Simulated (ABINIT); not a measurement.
# Bi2Te3 (Tellurobismuthite) (R-3m) in ABINIT: equation of state

Aim: energy against volume of Bi2Te3 (Tellurobismuthite) in PBEsol, for its equilibrium volume and stiffness.

Everything below comes from runs of ABINIT 10.8.3 (patched build). Logs are shortened: lines on timing, memory, paths and dates and some standing lists are left out, and cuts for length are marked. The log counts tension as positive stress, the text compression.

## Step 1: Starting point

The structure is trigonal, space group R-3m (No. 166). Conventional cell: a = 4.386 Å, b = 4.386 Å, c = 30.497 Å, α = 90.00°, β = 90.00°, γ = 120.00°. Around Bi (site symmetry 3m) lie 6 Te at 3.07 to 3.25 Å. Te (site symmetry 3m) has 3 Bi at 3.07 Å as nearest neighbours. Te (site symmetry -3m) is surrounded by 6 Bi at 3.25 Å.

## Step 2: Equation of state, PBEsol

File run.abi:

```
ndtset 7
scalecart1 3*0.9795861087
scalecart2 3*0.9864848297
scalecart3 3*0.9932883884
scalecart4 3*1.0000000000
scalecart5 3*1.0066227096
scalecart6 3*1.0131594038
scalecart7 3*1.0196128224

pp_dirpath "./"
pseudos "Bi.GGA_PBE-JTH.xml, Te.GGA_PBE-JTH.xml"

acell 3*1.0
rprim
     4.1441693913     2.3926373136    19.2103258743
    -4.1441693913     2.3926373136    19.2103258743
     0.0000000000    -4.7852746273    19.2103258743
ntypat 2
znucl 83 52
natom 5
typat 1 1 2 2 2
xred
     0.6000000000     0.6000000000     0.6000000000
     0.4000000000     0.4000000000     0.4000000000
     0.7905000000     0.7905000000     0.7905000000
     0.2095000000     0.2095000000     0.2095000000
     0.0000000000     0.0000000000     0.0000000000

ecut 22.0
pawecutdg 44.0
pawxcdev 0

kptopt 1
ngkpt 7 7 7
nshiftk 1
shiftk 0.0 0.0 0.0

ixc -116133

nband 29
occopt 3
tsmear 0.05 eV

nstep 100
tolvrs 1.0e-9

iomode 3
prtwf 0
prtden 0
prteig 0
prtebands 0
enunit 2
```

Potentials or basis: JTH PAW PBE v2.0.

Launch:

```sh
$ mpirun --bind-to none -np 4 abinit run.abi > log 2>&1
```

run.abo:

```text
.Version 10.8.3 of ABINIT
 DATASET    1 : space group R-3 m (#166); Bravais hR (rhombohedral)
================================================================================
 Values of the parameters that define the memory need for DATASET  1.
     intxc =       0    ionmov =       0      iscf =      17    lmnmax =      18
     lnmax =       6     mgfft =      90  mpssoang =       3    mqgrid =    3001
     natom =       5  nloc_mem =       2    nspden =       1   nspinor =       1
    nsppol =       1      nsym =      12    n1xccc =       1    ntypat =       2
    occopt =       3   xclevel =       2
       mpw =        5326          nfft =      729000          nkpt =          44
Pmy_natom=         2
 PAW method is used; the additional fine FFT grid is defined by:
   mgfftf=       120    nfftf =   1728000
================================================================================
================================================================================
[... 77 lines left out ...]
================================================================================
 Values of the parameters that define the memory need for DATASET  7.
     intxc =       0    ionmov =       0      iscf =      17    lmnmax =      18
     lnmax =       6     mgfft =      90  mpssoang =       3    mqgrid =    3001
     natom =       5  nloc_mem =       2    nspden =       1   nspinor =       1
    nsppol =       1      nsym =      12    n1xccc =       1    ntypat =       2
    occopt =       3   xclevel =       2
       mpw =        6010          nfft =      729000          nkpt =          44
Pmy_natom=         2
 PAW method is used; the additional fine FFT grid is defined by:
   mgfftf=       125    nfftf =   1953125
================================================================================
================================================================================

--------------------------------------------------------------------------------
------------- Echo of variables that govern the present computation ------------
--------------------------------------------------------------------------------
 -outvars: echo values of preprocessed input variables --------
            acell      1.0000000000E+00  1.0000000000E+00  1.0000000000E+00 Bohr
              amu      2.08980370E+02  1.27600000E+02
             ecut      2.20000000E+01 Hartree
           enunit           2
              ixc     -116133
           jdtset        1    2    3    4    5    6    7
         kptrlatt        7    0    0      0    7    0      0    0    7
          kptrlen1     5.68339907E+01
          kptrlen2     5.72342433E+01
          kptrlen3     5.76289747E+01
          kptrlen4     5.80183715E+01
          kptrlen5     5.84026103E+01
          kptrlen6     5.87818587E+01
          kptrlen7     5.91562755E+01
            natom           5
            nband          29
[... 166 lines left out ...]

--- Pseudopotential description ------------------------------------------------
- pspini: atom type   1  psp file is ./Bi.GGA_PBE-JTH.xml
 Pseudopotential format is: paw10
 basis_size (lnmax)=  6 (lmn_size= 18), orbitals=   0   0   1   1   2   2
 Spheres core radius: rc_sph= 2.41230754
 Shapefunction is BESSEL type: shapef(r,l)=aa(1,l)*jl(q(1,l)*r)+aa(2,l)*jl(q(2,l)*r)
 Radius for shape functions =  2.20555141
 Compensation charge density is not taken into account in XC energy/potential

- pspini: atom type   2  psp file is ./Te.GGA_PBE-JTH.xml
 Pseudopotential format is: paw10
 basis_size (lnmax)=  4 (lmn_size=  8), orbitals=   0   0   1   1
 Spheres core radius: rc_sph= 2.31107438
 Shapefunction is SIN type: shapef(r)=[sin(pi*r/rshp)/(pi*r/rshp)]**2
 Radius for shape functions =  2.10488624
 Compensation charge density is not taken into account in XC energy/potential

   1.85482557E+04                                ecore*ucvol(ha*bohr**3)
--------------------------------------------------------------------------------

================================================================================

--- !BeginCycle
iteration_state: {dtset: 1, }
solver: {iscf: 17, nstep: 100, nline: 4, wfoptalg: 10, }
tolerances: {tolvrs: 1.00E-09, }
...
[... 1493 lines left out ...]
-Cartesian components of stress tensor (GPa)         [Pressure= -3.1881E+00 GPa]
- sigma(1 1)=  3.02510335E+00  sigma(3 2)=  6.50484388E-10
- sigma(2 2)=  3.02510335E+00  sigma(3 1)=  0.00000000E+00
- sigma(3 3)=  3.51403319E+00  sigma(2 1)=  0.00000000E+00

== END DATASET(S) ==============================================================
================================================================================

 -outvars: echo values of variables after computation  --------
            acell      1.0000000000E+00  1.0000000000E+00  1.0000000000E+00 Bohr
           etotal1    -1.6943633280E+02
           etotal2    -1.6943816469E+02
           etotal3    -1.6943900322E+02
           etotal4    -1.6943895477E+02
           etotal5    -1.6943811406E+02
           etotal6    -1.6943656608E+02
           etotal7    -1.6943438683E+02
            fcart1     6.7985256612E-19 -5.2478519647E-19  2.5865920938E-03
                       7.0792621466E-19 -1.4551013453E-18 -2.5865920938E-03
                      -3.3068681234E-18 -1.7416112928E-18  6.2411927079E-03
                       1.2251999523E-18  4.2180179714E-18 -6.2411927079E-03
                       6.9388939039E-19 -4.9652013672E-19 -0.0000000000E+00
            fcart2     5.1425494754E-19 -9.0613701210E-20  1.4222789921E-03
                       4.3423162726E-19 -1.1270231836E-18 -1.4222789921E-03
                      -3.3858582164E-18 -8.3882036332E-19  3.3480880759E-03
                       2.1752926745E-18  2.8821161250E-18 -3.3480880759E-03
                       2.6207896706E-19 -8.2565887688E-19 -0.0000000000E+00
[... 80 lines left out ...]
           xangst5    -9.6017248437E-17 -3.1960717349E-11  1.8419383652E+01
                      -2.1483696213E-17 -2.1307160899E-11  1.2279589102E+01
                      -2.6427094311E-17 -4.2108524260E-11  2.4267537962E+01
                       1.1303398936E-17 -1.1159635741E-11  6.4314347920E+00
                       0.0000000000E+00  0.0000000000E+00  0.0000000000E+00
           xangst6    -8.4661583720E-17 -3.2168508487E-11  1.8538993390E+01
                      -2.1165395930E-17 -2.1445694880E-11  1.2359328927E+01
                      -4.3649952246E-17 -4.2381983885E-11  2.4425123791E+01
                      -2.0937502579E-17 -1.1232215939E-11  6.4731985254E+00
                       0.0000000000E+00  0.0000000000E+00  0.0000000000E+00
           xangst7     3.1310841565E-16 -3.2373614938E-11  1.8657079334E+01
                       1.3702757624E-16 -2.1582348841E-11  1.2438052889E+01
                       5.8599166884E-17 -4.2651994912E-11  2.4580702023E+01
                       8.1227974437E-17 -1.1303845555E-11  6.5144302009E+00
                       0.0000000000E+00  0.0000000000E+00  0.0000000000E+00
             xred      6.0000000000E-01  6.0000000000E-01  6.0000000000E-01
                       4.0000000000E-01  4.0000000000E-01  4.0000000000E-01
                       7.9050000000E-01  7.9050000000E-01  7.9050000000E-01
                       2.0950000000E-01  2.0950000000E-01  2.0950000000E-01
                       0.0000000000E+00  0.0000000000E+00  0.0000000000E+00
 Calculation completed.
```

Run time: 26 min. Hardware: 4 MPI ranks of AMD EPYC 9R45 (Zen 5), shared host; peak memory 3.6 GiB.

Results:

```yaml
Equilibrium_volume: 33.49 Å³/atom
Bulk_modulus_at_fixed_shape_and_positions: 54 GPa
Pressure_derivative_of_the_bulk_modulus: 4.6
```

Energy against volume, from the lowest point:
```
volume (Å³/atom)  energy (meV/atom)
          31.839              14.53
          32.517               4.56
          33.194               0.00
          33.871               0.26
          34.549               4.84
          35.226              13.26
          35.904              25.12
```

Caveat: pressures at fixed basis lie under the slope of the energies; the cell was scaled at fixed shape and fractional positions, which overstates the stiffness of a crystal with free parameters, most of all of layers and chains; the PAW data sets were made with another functional, which shifts forces and pressure a little.
